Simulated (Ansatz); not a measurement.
# SiGeN (quartet): from Hartree-Fock to the top rungs, cc-pVDZ

The task here is to estimate one member of a computed series from the others.

The runs use Ansatz 0.2.0, Gaussian basis; cc-pVDZ, core rule «outside noble gas», up to 20 orbitals frozen.

The runs, in order: UHF; CCSD(T) on ROHF; CCSD(T) on UHF; BCCD(T) on ROHF; CISD; CCSDT(Q) on ROHF; CCSDT(Q) on UHF; CASSCF and MRCISD+Q, 11 electrons in 11 orbitals; CASSCF and NEVPT2, 11 electrons in 11 orbitals.

23 further runs of the same task are left out: 10 that didn't finish, 13 set aside as unsound or not needed.

### What is computed

The geometry is a PBE0/def2-TZVP stationary point (not a proven minimum). No spin-orbit coupling is included. The filled d shell of Ge may be among the frozen orbitals whatever the setting's name suggests; the logs give the count.

3 atoms, charge 0, spin multiplicity 4.

Atoms are counted from 1 here; the program's logs count them from 0.

Bond lengths: Ge1–Si2 2.316 Å, Si2–N3 1.660 Å. Angles: Ge1–Si2–N3 180.0°.

The first run:

The input, in.yaml:

```yaml
crystal:
  periodic: [false, false, false]
  atoms:
    - {symbol: Ge, position_ang: [0.000000, 0.000000, 2.097500]}
    - {symbol: Si, position_ang: [0.000000, 0.000000, -0.218800]}
    - {symbol: N, position_ang: [0.000000, 0.000000, -1.878700]}
basis:
  gaussian: {orbitals: cc-pVDZ}
magnetization: {spin_polarized: true, initial_magnetization: 3}
hamiltonian: {xc: hf}
output: {orbitals: {seedname: orbitals}}
```

Command:

```bash
$ ansatz run in.yaml --threads 1 --pin off --events-out ev --progress --plain --max-ram 2393MiB
```

Steps of the session up to this table: UHF; CCSD(T) on ROHF; CCSD(T) on UHF; BCCD(T) on ROHF; CISD; CCSDT(Q) on ROHF; CCSDT(Q) on UHF; CASSCF and MRCISD+Q, 11 electrons in 11 orbitals; CASSCF and NEVPT2, 11 electrons in 11 orbitals.

One of the session's tables, all rows but one given; the rest of the session is left out.

```
          method  from RCCSDT(Q) (kJ/mol)
            ROHF                   +861.7
             UHF                   +811.3
            RMP2                   +136.0
            UMP2                   +182.4
            CISD                   +140.4
           RCCSD                    +52.6
           UCCSD                    +49.2
        RCCSD(T)                        ?
        UCCSD(T)                    +12.8
         BCCD(T)                    +11.1
          RCCSDT                     +4.8
          UCCSDT                     +4.1
       RCCSDT(Q)                        0
       UCCSDT(Q)                     -1.1
  CASSCF valence                   +563.7
  NEVPT2 valence                   +113.5
  MRCISD valence                    +55.9
MRCISD+Q valence                     +6.8
```

Estimate the missing values for RCCSD(T).

The run gave: from RCCSDT(Q) (kJ/mol): +10.6. In the column «from RCCSDT(Q) (kJ/mol)» it lies between MRCISD+Q valence (+6.8) and BCCD(T) (+11.1).

With the free atoms at the same levels and basis (separate runs), the atomisation energy is 4.269 eV at RCCSDT(Q), 4.184 eV at RCCSD(T), 4.149 eV at UCCSD(T), 1.315 eV at ROHF.

To keep in mind: Restricted and unrestricted rows rest on different reference determinants; where their highest levels disagree by more than a few hundredths of an eV, they describe different states and don't form one ladder.
